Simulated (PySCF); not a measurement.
**BePb+: from the state search to spectroscopic constants**

One table from this session's results is given with a row withheld; the runs are named, their logs left out.

Method: Be aug-cc-pVDZ, Pb aug-cc-pVDZ-PP with ECP60, scalar-relativistic core potentials; program: PySCF 2.14.0.

The first run:

The job is set up so:

```yaml
atoms: Be, Pb
charge: 1
basis: Be aug-cc-pVDZ, Pb aug-cc-pVDZ-PP with ECP60
Hamiltonian: scalar-relativistic core potentials
basis_functions: 55
electrons_treated: 25
masses_in_u: 9.0122, 207.9766
levels: PBE0, PBE, r²SCAN, B2PLYP, r²SCAN0, M06, HSE06, HF, MP2, SCS-MP2, CCSD, CCSD(T)
grid: 80 radial by 434 angular points
occupations: held fixed by the projection of orbital angular momentum
dissociation_limit: Be + Pb+, each in its ground configuration
starting_distance_in_angstrom: 2.455
values_of_2S_to_try: 1, 3
```

On the command line:

```console
$ OMP_NUM_THREADS=1 python dia.py task.json out
```

Among the steps run: Input; The PBE0 curve of the state that the search chose; Other states along the same grid; PBE; r²SCAN; B2PLYP (double hybrid); r²SCAN0; M06 (hybrid meta-GGA); HSE06 (range-separated hybrid); ROHF (mean field); Adding correlation.

One table of the session follows, with a row left open; its other results are not shown here.

It belongs to the step «The curves together». Energy (eV) from each level's lowest point:

```
R (Å)   ROHF  ROHF-MP2  ROHF-SCS-MP2  ROHF-CCSD  ROHF-CCSD(T)
2.263  0.584     0.401         0.452        n/a           n/a
2.368  0.332     0.182         0.223      0.235         0.213
2.473      ?         ?             ?          ?             ?
2.552  0.094     0.017         0.035      0.039         0.029
2.631  0.044     0.000         0.007      0.009         0.004
2.710  0.014     0.003         0.000      0.000         0.000
2.815  0.000     0.028         0.013      0.012         0.019
2.947  0.010     0.082         0.052      0.052         0.066
3.105  0.050     0.167         0.122      0.122         0.144
3.315  0.127     0.291         0.229        n/a           n/a
```

Estimate the missing values for R (Å) = 2.473.

Worked estimate for «ROHF». A straight line through the neighbours (2.368, 0.332) and (2.552, 0.094) gives 0.332 + (0.094 − 0.332) × (2.473 − 2.368) / (2.552 − 2.368) = 0.196; a parabola fitted to 4 rows on both sides gives 0.167.

**Answer.** ROHF: 0.171; ROHF-MP2: 0.062; ROHF-SCS-MP2: 0.090; ROHF-CCSD: 0.097; ROHF-CCSD(T): 0.082. In «ROHF» the line misses by +0.025 and the parabola by -0.004.
